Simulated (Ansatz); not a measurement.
**CH₃O₃Re: up Jacob's ladder to CCSD(T)**

One table from this session's results is given with a row withheld; the runs are named, their logs left out.

Method: functionals in def2-TZVPP, the program's frozen cores in correlated methods; program: Ansatz 0.2.0, Gaussian basis.

Levels to be run: LDA (SPW92), PBE-D4, revPBE-D4, BLYP-D4, r2SCAN-D4, B97M-V, PBE0-D4, B3LYP-D4, r2SCANh-D4, r2SCAN0-D4, HSE06-D4, BHLYP-D4, CAM-B3LYP-D4, LC-ωPBE, ωB97X-V, ωB97M-V, B2PLYP, PBE-QIDH; CCSD(T)/def2-SVP; CCSD(T)/def2-TZVPP; MP2/def2-QZVPP; extrapolation to the limit; RPA on PBE.

## Structure used throughout

The geometry comes from an earlier relaxation with PBE0-D4 in a triple-zeta def2 set; it is a stationary point, not always the lowest conformer. Re takes the def2 core potential; no spin-orbit term is included.

SMILES `[CH3][Re](=[O])(=[O])=[O]`, 8 atoms, charge 0, spin multiplicity 1.

Atoms are counted from 1 here; the program's logs count them from 0.

Bond lengths: C1–Re2 2.074 Å, C1–H6 1.092 Å, C1–H7 1.092 Å, C1–H8 1.092 Å, Re2–O3 1.695 Å, Re2–O4 1.695 Å, Re2–O5 1.695 Å. Angles: Re2–C1–H6 109.1°, Re2–C1–H7 109.1°, Re2–C1–H8 109.1°, H6–C1–H7 109.9°, H6–C1–H8 109.9°, H7–C1–H8 109.9°, C1–Re2–O3 105.9°, C1–Re2–O4 105.9°, C1–Re2–O5 105.9°, O3–Re2–O4 112.8°, O3–Re2–O5 112.8°, O4–Re2–O5 112.8°.

Set-up of the first run:

Contents of in.yaml:

```yaml
crystal:
  periodic: [false, false, false]
  atoms:
    - {symbol: C, position_ang: [-0.854917, -0.091610, 0.649838]}
    - {symbol: Re, position_ang: [0.790258, 0.084686, -0.600693]}
    - {symbol: O, position_ang: [1.995684, -0.897311, 0.075540]}
    - {symbol: O, position_ang: [0.277839, -0.459021, -2.122689]}
    - {symbol: O, position_ang: [1.203835, 1.728947, -0.596048]}
    - {symbol: H, position_ang: [-1.165746, -1.137524, 0.684431]}
    - {symbol: H, position_ang: [-0.579878, 0.247363, 1.650437]}
    - {symbol: H, position_ang: [-1.667075, 0.524460, 0.259194]}
basis:
  gaussian: {orbitals: def2-TZVPP}
hamiltonian: {xc: lda}
output: {orbitals: {seedname: orbitals}}
```

Run with:

```sh
> ansatz run in.yaml --threads 2 --pin off --events-out ev --progress --plain --max-ram 22528MiB --backend cpu
```

Steps of the session up to this table: LDA; PBE-D4 (GGA); revPBE-D4 (GGA); BLYP-D4 (GGA); r2SCAN-D4 (meta-GGA); B97M-V (meta-GGA); PBE0-D4 (hybrid); B3LYP-D4 (hybrid); r2SCANh-D4 (hybrid); r2SCAN0-D4 (hybrid); HSE06-D4 (hybrid); BHLYP-D4 (hybrid); CAM-B3LYP-D4 (range-separated); LC-ωPBE (range-separated); ωB97X-V (range-separated); ωB97M-V (range-separated); B2PLYP (double hybrid); PBE-QIDH (double hybrid).

One table of the session follows, with a row left open; its other results are not shown here.

It belongs to the step «Orbital energies across the functionals». 

```
  functional  HOMO (eV)  LUMO (eV)  gap (eV)
 LDA (SPW92)      -8.28      -3.86      4.42
      PBE-D4          ?          ?         ?
   revPBE-D4      -7.95      -3.52      4.43
     BLYP-D4      -7.94      -3.53      4.40
   r2SCAN-D4      -8.42      -3.58      4.84
      B97M-V      -8.50      -3.49      5.01
     PBE0-D4      -9.69      -2.85      6.84
    B3LYP-D4      -9.42      -3.09      6.33
  r2SCANh-D4      -9.04      -3.29      5.75
  r2SCAN0-D4      -9.97      -2.83      7.14
    HSE06-D4      -9.28      -3.23      6.05
    BHLYP-D4     -11.29      -1.94      9.35
CAM-B3LYP-D4     -11.14      -1.76      9.38
     LC-ωPBE     -12.45      -0.57     11.87
     ωB97X-V     -12.11      -0.63     11.47
     ωB97M-V     -12.05      -0.66     11.39
```

Q: Estimate the row for PBE-D4 from the others.

As computed: HOMO (eV): -8.04; LUMO (eV): -3.61; gap (eV): 4.42. In the column «HOMO (eV)» it lies between LDA (SPW92) (-8.28) and revPBE-D4 (-7.95).
